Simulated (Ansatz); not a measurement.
# C2H8AlNO: one species, many methods

How much do the methods differ for C2H8AlNO? The plan is to run it at one geometry with functionals of several rungs and with coupled cluster. The yardstick is the atomisation energy at the CCSD(T) limit.

The runs use Ansatz 0.2.0, Gaussian basis; functionals in def2-TZVPP, the program's frozen cores in correlated methods.

Levels to be run: PBE-D4, r2SCAN-D4, PBE0-D4, B3LYP-D4, ωB97X-V, ωB97M-V, B2PLYP; CCSD(T)/def2-TZVPP; MP2/def2-QZVPP; extrapolation to the limit.

## 1. Structure used throughout

All runs share one geometry, relaxed beforehand with PBE0-D4 in a triple-zeta def2 set.

13 atoms, charge 0, spin multiplicity 1.

Atoms are counted from 1 here; the program's logs count them from 0.

Bond lengths: N1–C2 1.407 Å, N1–H6 1.009 Å, N1–H7 1.011 Å, C2–O3 1.451 Å, C2–H8 1.091 Å, C2–H9 1.092 Å, O3–C4 1.486 Å, O3–Al5 1.928 Å, C4–Al5 1.950 Å, C4–H10 1.091 Å, C4–H11 1.088 Å, Al5–H12 1.585 Å, Al5–H13 1.593 Å. Angles: C2–N1–H6 114.0°, C2–N1–H7 113.3°, H6–N1–H7 109.9°, N1–C2–O3 116.6°, N1–C2–H8 110.2°, N1–C2–H9 110.0°, O3–C2–H8 103.6°, O3–C2–H9 106.2°, H8–C2–H9 109.9°, C2–O3–C4 119.3°, C2–O3–Al5 138.2°, C4–O3–Al5 68.3°, O3–C4–Al5 66.7°, O3–C4–H10 110.1°, O3–C4–H11 108.7°, Al5–C4–H10 118.1°, Al5–C4–H11 128.6°, H10–C4–H11 111.5° and more.

As a file:

```mol
C2H8AlNO
  3D, bonds by distance, orders not assigned

 13 13  0  0  0  0  0  0  0  0999 V2000
   -1.1863   -1.0316    0.9833 N   0  0
    0.0984   -1.2740    0.4628 C   0  0
    0.6673   -0.2342   -0.3736 O   0  0
    0.9438    1.1019    0.2159 C   0  0
    0.0492    1.1912   -1.5146 Al  0  0
   -1.2165   -0.2984    1.6764 H   0  0
   -1.8813   -0.8597    0.2696 H   0  0
    0.0820   -2.1480   -0.1898 H   0  0
    0.8080   -1.4325    1.2779 H   0  0
    0.3412    1.2485    1.1137 H   0  0
    2.0072    1.1743    0.4341 H   0  0
    0.8473    1.2461   -2.8823 H   0  0
   -1.5399    1.2817   -1.4585 H   0  0
  1  2  8  0
  1  6  8  0
  1  7  8  0
  2  3  8  0
  2  8  8  0
  2  9  8  0
  3  4  8  0
  3  5  8  0
  4  5  8  0
  4 10  8  0
  4 11  8  0
  5 12  8  0
  5 13  8  0
M  END
```

## 2. PBE-D4 (GGA)

in.yaml

```yaml
crystal:
  periodic: [false, false, false]
  atoms:
    - {symbol: N, position_ang: [-1.186336, -1.031563, 0.983258]}
    - {symbol: C, position_ang: [0.098411, -1.274033, 0.462770]}
    - {symbol: O, position_ang: [0.667267, -0.234158, -0.373552]}
    - {symbol: C, position_ang: [0.943752, 1.101917, 0.215876]}
    - {symbol: Al, position_ang: [0.049155, 1.191204, -1.514562]}
    - {symbol: H, position_ang: [-1.216533, -0.298442, 1.676391]}
    - {symbol: H, position_ang: [-1.881312, -0.859743, 0.269627]}
    - {symbol: H, position_ang: [0.082012, -2.148031, -0.189791]}
    - {symbol: H, position_ang: [0.807971, -1.432539, 1.277919]}
    - {symbol: H, position_ang: [0.341211, 1.248506, 1.113710]}
    - {symbol: H, position_ang: [2.007232, 1.174310, 0.434134]}
    - {symbol: H, position_ang: [0.847296, 1.246128, -2.882276]}
    - {symbol: H, position_ang: [-1.539925, 1.281746, -1.458505]}
basis:
  gaussian: {orbitals: def2-TZVPP}
hamiltonian: {xc: pbe, dispersion: d4}
output: {forces: true, orbitals: {seedname: orbitals}}
```

Run with:

```sh
$ ansatz run in.yaml --threads 4 --pin off --events-out ev --progress --plain --max-ram 10444MiB
```

After this run come: r2SCAN-D4 (meta-GGA); PBE0-D4 (hybrid); B3LYP-D4 (hybrid); ωB97X-V (range-separated); ωB97M-V (range-separated); B2PLYP (double hybrid); CCSD(T) in def2-TZVPP; MP2 in def2-QZVPP.

**Question.** What will the summary of the whole plan be? Wanted: atomisation energy, CCSD(T)/CBS; farthest; mean size of error, hybrid; mean size of error, range-separated; gap, smallest and largest; T1 diagnostic; triples share of the correlation energy.

The runs gave:

| quantity | value |
| --- | --- |
| atomisation energy, CCSD(T)/CBS | 46.648 eV |
| functionals within 0.233 eV (0.5 %) | r2SCAN-D4, PBE0-D4, B3LYP-D4, ωB97X-V, ωB97M-V |
| farthest | PBE-D4 (+0.818 eV) |
| mean size of error, hybrid | 0.068 eV |
| mean size of error, range-separated | 0.177 eV |
| gap, smallest and largest | 5.17 eV (PBE-D4), 11.43 eV (ωB97X-V) |
| T1 diagnostic | 0.0116 |
| triples share of the correlation energy | 3.7 % |

In words: PBE-D4 is off by +0.818 eV. Double hybrids carry the basis error of their MP2 part in triple zeta, and no dispersion term here, so their miss is partly the set-up's. The reference freezes the cores and leaves out relativity and excitations past (T), so misses under about 0.233 eV can't be ranked. Hartree-Fock recovers 70 % of the binding; the rest is correlation. Orbital gaps span 5.2 to 11.4 eV; exact exchange widens them.
